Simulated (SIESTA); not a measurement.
# CsLiCr2Te2S3 in SIESTA: convergence with k mesh

Input of the first run (k mesh 1 × 1 × 1); the others differ in this setting and in those tied to it:

Contents of CsLiCr2Te2S3.fdf:

```
SystemName                      CsLiCr2Te2S3
SystemLabel                     CsLiCr2Te2S3
NumberOfSpecies                 5
NumberOfAtoms                   9
%block ChemicalSpeciesLabel
  1  55 Cs
  2   3 Li
  3  24 Cr
  4  52 Te
  5  16 S
%endblock ChemicalSpeciesLabel

LatticeConstant                 1.0 Ang
%block LatticeVectors
     3.4216200000    -5.1806900000     0.0078400000
     3.4216200000     5.1806900000     0.0078400000
    -2.9041100000     0.0000000000     7.4309300000
%endblock LatticeVectors
AtomicCoordinatesFormat         Fractional
%block AtomicCoordinatesAndAtomicSpecies
     0.0937400000     0.0937400000     0.0085300000  1  Cs
     0.5887500000     0.5887500000     0.5533600000  2  Li
     0.0564600000     0.4675500000     0.5579000000  3  Cr
     0.4675500000     0.0564600000     0.5579000000  3  Cr
     0.5648600000     0.8735700000     0.2903500000  4  Te
     0.8735700000     0.5648600000     0.2903500000  4  Te
     0.8115100000     0.3969700000     0.7334700000  5  S
     0.3969700000     0.8115100000     0.7334700000  5  S
     0.2140400000     0.2140400000     0.4837100000  5  S
%endblock AtomicCoordinatesAndAtomicSpecies

%block kgrid.MonkhorstPack
    1   0   0  0.0
    0   1   0  0.0
    0   0   1  0.0
%endblock kgrid.MonkhorstPack
XC.Functional                   GGA
XC.Authors                      PBE
PAO.BasisSize                   DZP
PAO.EnergyShift                 0.003 Ry
Mesh.Cutoff                     800 Ry
Spin                            polarized
%block DM.InitSpin
    1   0.000
    2   0.000
    3   3.000
    4   3.000
    5   0.000
    6   0.000
    7   0.000
    8   0.000
    9   0.000
%endblock DM.InitSpin
OccupationFunction              FD
ElectronicTemperature           0.05 eV
MaxSCFIterations                200
SCF.MustConverge                false
SCF.Mixer.Method                Pulay
SCF.Mixer.Weight                0.1
SCF.Mixer.History               10
SCF.DM.Tolerance                5.0e-05
SCF.H.Tolerance                 1.0e-03 eV
WriteForces                     true
Charge.Mulliken                 end
%block PAO.PolarizationScheme
  Li non-perturbative
%endblock PAO.PolarizationScheme
%block PAO.Basis
  Cs 5
  n=5 0 2
    4.696 0.000
  n=6 0 2
    9.500 0.000
  n=5 1 2
    5.738 0.000
  n=6 1 1
    9.500
  n=5 2 1
    7.000
  Li 3
  n=1 0 2
    2.782 0.000
  n=2 0 2
    9.500 0.000
  n=2 1 1
    9.500
  Cr 5
  n=3 0 2
    2.885 0.000
  n=4 0 2
    8.703 0.000
  n=3 1 2
    3.267 0.000
  n=4 1 1
    8.703
  n=3 2 2
    6.381 0.000
  Te 4
  n=5 0 2
    5.635 0.000
  n=5 1 2
    7.297 0.000
  n=4 2 2
    3.260 0.000
  n=5 2 1
    7.297
%endblock PAO.Basis
Diag.ParallelOverK              false
```

Potentials or basis: PseudoDojo 0.4 standard (PBE files), DZP (energy shift 0.003 Ry; two zetas on semicore shells; d shell added on Cs).

Command:

```console
$ mpirun -n 4 siesta CsLiCr2Te2S3.fdf > CsLiCr2Te2S3.out 2>&1
```

The cell was built by a generator and needn't be a form met in nature.

Hardware: 4 MPI ranks on Intel(R) Xeon(R) 6975P-C (Granite Rapids), with other jobs on the host.

**Question.** The values tried are 1 × 1 × 1, 2 × 2 × 2, 3 × 3 × 2, 4 × 4 × 3, 5 × 5 × 4, 6 × 6 × 5, loosest first. From which on does the gap on the mesh stay within 0.01 eV of the tightest run that finished?

**Answer.** From 2 × 2 × 2 on.

| k mesh | energy less the tightest run, at zero smearing (meV/atom) | pressure (GPa) | largest force (eV/Å) | largest site moment (μB) | gap on the mesh (eV) | SCF cycles | CPU time (s) |
| --- | --- | --- | --- | --- | --- | --- | --- |
| 1 × 1 × 1 | -81.36 | -0.69 | 0.681 | 2.79 | 0.063 | 22 | 280 |
| 2 × 2 × 2 | -0.76 | 0.61 | 0.299 | 2.68 | 0.000 | 21 | 310 |
| 3 × 3 × 2 | 0.23 | 0.46 | 0.283 | 2.62 | 0.000 | 20 | 280 |
| 4 × 4 × 3 | -0.02 | 0.47 | 0.282 | 2.63 | 0.000 | 20 | 290 |
| 5 × 5 × 4 | -0.17 | 0.47 | 0.278 | 2.63 | 0.000 | 21 | 310 |
| 6 × 6 × 5 | 0.00 | 0.46 | 0.272 | 2.62 | 0.000 | 20 | 330 |

Against the tightest run, the energy stays within 1 meV/atom from 2 × 2 × 2 on; the pressure stays within 0.1 GPa from 3 × 3 × 2 on; the largest site moment stays within 0.02 μB from 3 × 3 × 2 on. Not settled before the last step: the largest force (to 0.005 eV/Å). Meshes of other sizes hit other points, so gaps and Fermi surfaces needn't settle smoothly. The tightest run that finished is the yardstick and may itself not be fully converged.

Caveat, for the tightest run too: the basis of atomic orbitals isn't converged, which shifts pressures, moduli and gaps; only a ferromagnetic start was run, and an antiferromagnetic order may lie lower in energy. The run has no spin-orbit coupling, so splittings on Cs, Te are missing.
